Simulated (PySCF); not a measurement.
# B3H7N2: the cost of one run

Programs: PySCF 2.14.0, with density-fitted response routines of our own. Each step states its level of theory. These are calculated values for one molecule in the gas phase, unless marked as measured. Atoms are numbered from 0 throughout.

## (1) The molecule as given

12 atoms, charge 0, multiplicity 1; geometry from: PBE0-D3(BJ)/def2-SVP.

Bonds of the start (Å): B0–N1 1.43, N1–B2 1.43, N1–B3 1.48, B3–N4 1.39, B0–H5 1.21, B0–H6 1.21, B2–H7 1.21, B2–H8 1.21, B3–H9 1.21, N4–H10 1.01, N4–H11 1.01.

## (2) X-ray photoelectron lines: SCAN, X2C

What the job is given:

```
{"job": {"kind": "xps"}, "charge": 0, "multiplicity": 1}
B     -1.068746    -0.761245     0.536482
N     -0.504125     0.349235    -0.163496
B     -1.385817     1.324406    -0.736729
B      0.955330     0.527967    -0.317368
N      1.874984    -0.386921     0.181536
H     -0.355202    -1.602912     1.038924
H     -2.266434    -0.868465     0.634971
H     -0.926441     2.273212    -1.327206
H     -2.580102     1.184873    -0.622657
H      1.361342     1.503486    -0.901641
H      1.615161    -1.224202     0.687094
H      2.869878    -0.250028     0.076486
```

With the program's defaults for keys left out, this is: delta-SCF UKS SCAN, pcX-2 on the ionised atom, pcseg-1 elsewhere, spin-free X2C.

The run is started by

```
OMP_NUM_THREADS=1 python probes_run.py task.json out
```

The driver reads the jobs from task.json and runs them one after another.

Q: Estimate the wall time and peak memory of this first job on 1 thread of Arm Neoverse V1, shared host.

About 24 s, with a peak of 0.46 GiB.
